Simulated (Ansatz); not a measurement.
# BH2OTe radical (SMILES B[Te][O]): a rigid scan of the angle H5–B1–H4

One table from this session's results is given with a row withheld; the runs are named, their logs left out.

Computed with Ansatz 0.2.0, Gaussian basis. Level: single points in def2-TZVPP.

Levels: PBE-D4, r2SCAN-D4, PBE0-D4, B3LYP-D4, wB97M-V, Hartree-Fock, MP2, CCSD, CCSD(T). The scan takes 106.2, 110.7, 115.2, 119.7, 124.2, 128.7, 133.2, 137.7, 142.2°.

Correlated methods freeze the cores. Filled d shells of the heavier atoms are correlated. Core potentials replace the inner electrons past krypton, and spin-orbit coupling is left out. Orbitals are unrestricted. B3LYP uses VWN-RPA correlation.

27 further runs of the same task are left out: 27 set aside as unsound or not needed.

## The starting structure

The minimum, relaxed at PBE0-D4: SMILES `B[Te][O]`, 5 atoms, charge 0, spin multiplicity 2.

Atoms are counted from 1 here; the program's logs count them from 0.

Bond lengths: B1–Te2 2.138 Å, B1–H4 1.192 Å, B1–H5 1.189 Å, Te2–O3 1.853 Å. Angles: Te2–B1–H4 117.9°, Te2–B1–H5 117.9°, H4–B1–H5 124.2°, B1–Te2–O3 101.2°.

Geometry (Å):

```xyz
5
BH2OTe
B    -0.28420    0.73834   -0.03663
Te   -0.51668   -1.38293    0.09098
O     1.25100   -1.93861    0.08542
H    -1.27064    1.40742   -0.05432
H     0.82053    1.17577   -0.08546
```

Energies of the minimum (eV), from earlier single points: PBE-D4 -10045.07274, r2SCAN-D4 -10049.77016, PBE0-D4 -10045.41212, B3LYP-D4 -10051.11606, wB97M-V -10046.34779, CCSD(T) -10027.01717.

At the minimum the angle H5–B1–H4 is 124.2°.

The first run:

Input file ccsdt-tzvpp/in.yaml:

```yaml
crystal:
  periodic: [false, false, false]
  atoms:
    - {symbol: B, position_ang: [-0.284205, 0.738341, -0.036633]}
    - {symbol: Te, position_ang: [-0.516676, -1.382926, 0.090980]}
    - {symbol: O, position_ang: [1.250997, -1.938606, 0.085416]}
    - {symbol: H, position_ang: [-1.270643, 1.407418, -0.054315]}
    - {symbol: H, position_ang: [0.631055, 1.494953, -0.099879]}
basis:
  gaussian: {orbitals: def2-TZVPP}
magnetization: {spin_polarized: true, initial_magnetization: 1}
correlation: {method: ccsd_t}
scf: {omitted_lower_state_checks: [cluster_reference]}
```

No record of the launch command was kept for these runs.

Among the steps run: H5–B1–H4 = 106.2°; H5–B1–H4 = 110.7°; H5–B1–H4 = 115.2°; H5–B1–H4 = 119.7°; H5–B1–H4 = 124.2°; H5–B1–H4 = 128.7°; H5–B1–H4 = 133.2°; H5–B1–H4 = 137.7°; H5–B1–H4 = 142.2°.

One table of the session follows, with a row left open; its other results are not shown here.

Energies less that of the minimum at the same level (kJ/mol):

```
      angle (°)  PBE-D4  PBE0-D4  B3LYP-D4  wB97M-V  Hartree-Fock
          106.2    16.8     17.2      17.0     17.1          17.7
          110.7     9.5      9.7       9.4      9.5           9.3
          115.2     4.3      4.3       4.1      4.2           3.6
          119.7       ?        ?         ?        ?             ?
124.2 (minimum)     0.0      0.0       0.0      0.0           0.0
          124.2     0.0      0.0       0.0      0.0           0.0
          128.7     0.9      1.1       1.3      1.2           2.1
          133.2     3.8      4.3       4.8      4.5           6.9
          137.7     8.9      9.8      10.5     10.1          14.4
          142.2    16.0     17.5      18.6     18.1          24.7
```

Estimate the missing values for angle (°) = 119.7.

**Answer.** PBE-D4: 1.1; PBE0-D4: 1.1; B3LYP-D4: 0.9; wB97M-V: 1.0; Hartree-Fock: 0.5.

Caveats from the session: A polynomial through the near points puts the CCSD(T) minimum 0.3° below the PBE0-D4 value.
